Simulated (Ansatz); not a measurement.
# SiC with a defect (Cu on a Si site): a single-point run

The task is a single point on SiC with a defect (Cu on a Si site) that gives the gradients at the nuclei.

The COD entry's cell or inner coordinates are ideal or old and differ from later refinements, so a difference from it is no clean test against experiment.

Method: Kohn-Sham DFT, with the functional, basis and potentials that each input names, in Ansatz 0.2.0.

1 further run of the same task is left out (it didn't finish). Runs told in other sessions of the task aren't counted.

### 1 The starting structure

Symmetry: P3m1, No. 156, trigonal system. Conventional cell: a = 6.190 Å, b = 6.190 Å, c = 15.170 Å, α = 90.00°, β = 90.00°, γ = 120.00°. Cu (site symmetry 3m) has 4 C at 1.90 Å in its first shell of neighbours. Si (site symmetry m) is surrounded by 4 C at 1.90 Å. Si (site symmetry 3m) is surrounded by 4 C at 1.90 Å. Only part of the 24 independent sites is listed.

The input asks for a charge of -2 e on the cell.

Structure file:

```xyz
48
Lattice="6.1900 0.0000 0.0000 -3.0950 5.3607 0.0000 0.0000 0.0000 15.1700" Properties=species:S:1:pos:R:3 pbc="T T T"
Cu    0.0000    0.0000    1.8962
Si   -1.5475    2.6803    1.8962
Si    3.0950    0.0000    1.8962
Si    1.5475    2.6803    1.8962
Si    0.0000    0.0000    9.4812
Si   -1.5475    2.6803    9.4812
Si    3.0950    0.0000    9.4812
Si    1.5475    2.6803    9.4812
Si    0.0000    1.7869    4.4251
Si   -1.5475    4.4672    4.4251
Si    3.0950    1.7869    4.4251
Si    1.5475    4.4672    4.4251
Si    1.5475    0.8934   12.0101
Si    0.0000    3.5738   12.0101
Si    4.6425    0.8934   12.0101
Si    3.0950    3.5738   12.0101
Si    0.0000    1.7869   14.5374
Si   -1.5475    4.4672   14.5374
Si    3.0950    1.7869   14.5374
Si    1.5475    4.4672   14.5374
Si    1.5475    0.8934    6.9524
Si    0.0000    3.5738    6.9524
Si    4.6425    0.8934    6.9524
Si    3.0950    3.5738    6.9524
C     0.0000    0.0000    0.0000
C    -1.5475    2.6803    0.0000
C     3.0950    0.0000    0.0000
C     1.5475    2.6803    0.0000
C     0.0000    0.0000    7.5850
C    -1.5475    2.6803    7.5850
C     3.0950    0.0000    7.5850
C     1.5475    2.6803    7.5850
C     0.0000    1.7869    2.5288
C    -1.5475    4.4672    2.5288
C     3.0950    1.7869    2.5288
C     1.5475    4.4672    2.5288
C     1.5475    0.8934   10.1138
C     0.0000    3.5738   10.1138
C     4.6425    0.8934   10.1138
C     3.0950    3.5738   10.1138
C     0.0000    1.7869   12.6412
C    -1.5475    4.4672   12.6412
C     3.0950    1.7869   12.6412
C     1.5475    4.4672   12.6412
C     1.5475    0.8934    5.0562
C     0.0000    3.5738    5.0562
C     4.6425    0.8934    5.0562
C     3.0950    3.5738    5.0562
```

### 2 The calculation

Input file input.yaml:

```yaml
crystal:
  lattice:
    - [6.19, 0.0, 0.0]
    - [-3.095, 5.3606972494, 0.0]
    - [0.0, 0.0, 15.17]
  atoms:
    - { symbol: Cu, position: [0.0, 0.0, 0.125], spin: 1.0 }
    - { symbol: Si, position: [0.0, 0.5, 0.125] }
    - { symbol: Si, position: [0.5, 0.0, 0.125] }
    - { symbol: Si, position: [0.5, 0.5, 0.125] }
    - { symbol: Si, position: [0.0, 0.0, 0.625] }
    - { symbol: Si, position: [0.0, 0.5, 0.625] }
    - { symbol: Si, position: [0.5, 0.0, 0.625] }
    - { symbol: Si, position: [0.5, 0.5, 0.625] }
    - { symbol: Si, position: [0.1666666666, 0.3333333334, 0.2917] }
    - { symbol: Si, position: [0.1666666666, 0.8333333334, 0.2917] }
    - { symbol: Si, position: [0.6666666666, 0.3333333334, 0.2917] }
    - { symbol: Si, position: [0.6666666666, 0.8333333334, 0.2917] }
    - { symbol: Si, position: [0.3333333334, 0.1666666666, 0.7917] }
    - { symbol: Si, position: [0.3333333334, 0.6666666666, 0.7917] }
    - { symbol: Si, position: [0.8333333334, 0.1666666666, 0.7917] }
    - { symbol: Si, position: [0.8333333334, 0.6666666666, 0.7917] }
    - { symbol: Si, position: [0.1666666666, 0.3333333334, 0.9583] }
    - { symbol: Si, position: [0.1666666666, 0.8333333334, 0.9583] }
    - { symbol: Si, position: [0.6666666666, 0.3333333334, 0.9583] }
    - { symbol: Si, position: [0.6666666666, 0.8333333334, 0.9583] }
    - { symbol: Si, position: [0.3333333334, 0.1666666666, 0.4583] }
    - { symbol: Si, position: [0.3333333334, 0.6666666666, 0.4583] }
    - { symbol: Si, position: [0.8333333334, 0.1666666666, 0.4583] }
    - { symbol: Si, position: [0.8333333334, 0.6666666666, 0.4583] }
    - { symbol: C, position: [0.0, 0.0, 0.0] }
    - { symbol: C, position: [0.0, 0.5, 0.0] }
    - { symbol: C, position: [0.5, 0.0, 0.0] }
    - { symbol: C, position: [0.5, 0.5, 0.0] }
    - { symbol: C, position: [0.0, 0.0, 0.5] }
    - { symbol: C, position: [0.0, 0.5, 0.5] }
    - { symbol: C, position: [0.5, 0.0, 0.5] }
    - { symbol: C, position: [0.5, 0.5, 0.5] }
    - { symbol: C, position: [0.1666666666, 0.3333333334, 0.1667] }
    - { symbol: C, position: [0.1666666666, 0.8333333334, 0.1667] }
    - { symbol: C, position: [0.6666666666, 0.3333333334, 0.1667] }
    - { symbol: C, position: [0.6666666666, 0.8333333334, 0.1667] }
    - { symbol: C, position: [0.3333333334, 0.1666666666, 0.6667] }
    - { symbol: C, position: [0.3333333334, 0.6666666666, 0.6667] }
    - { symbol: C, position: [0.8333333334, 0.1666666666, 0.6667] }
    - { symbol: C, position: [0.8333333334, 0.6666666666, 0.6667] }
    - { symbol: C, position: [0.1666666666, 0.3333333334, 0.8333] }
    - { symbol: C, position: [0.1666666666, 0.8333333334, 0.8333] }
    - { symbol: C, position: [0.6666666666, 0.3333333334, 0.8333] }
    - { symbol: C, position: [0.6666666666, 0.8333333334, 0.8333] }
    - { symbol: C, position: [0.3333333334, 0.1666666666, 0.3333] }
    - { symbol: C, position: [0.3333333334, 0.6666666666, 0.3333] }
    - { symbol: C, position: [0.8333333334, 0.1666666666, 0.3333] }
    - { symbol: C, position: [0.8333333334, 0.6666666666, 0.3333] }
magnetization:
  spin_polarized: true
total_charge: -2
kpoints:
  mp_grid: { grid: [4, 4, 2] }
scf:
  occupations: { method: fermi_dirac, width: 0.01 }
  max_iter: 100
hamiltonian:
  xc: pbe
  pseudopotentials: { kind: paw }
  hubbard: { sites: [{ species: Cu, l: d, u_eff: -5.0 }] }
output:
  forces: true
  stress: true
  populations: true
  efg: { quadrupole_moments_barn: { Cu: -0.22 }, contact_densities: true }
```

The run is started by

```
ansatz run input.yaml --threads 4 --pin off --max-ram 8192MiB --backend cpu --events-out ev --progress --plain --runs-dir out
```

Q: Will this input give a usable result? If not, why, and what should change?

The run converged and reported no error, with warnings (seeded moment not kept). It gives a largest force of 2.9 eV/Å, which is large; a structure far from rest gives such values too, whatever the setting.

In the input, hamiltonian.hubbard.sites is [{species: Cu, l: d, u_eff: -5.0}]. The U is negative: it rewards fractional occupations of the shell, where a positive U penalises them, and shifts its filled levels up and its empty ones down.

Run again and compare: delete hamiltonian.hubbard.sites.
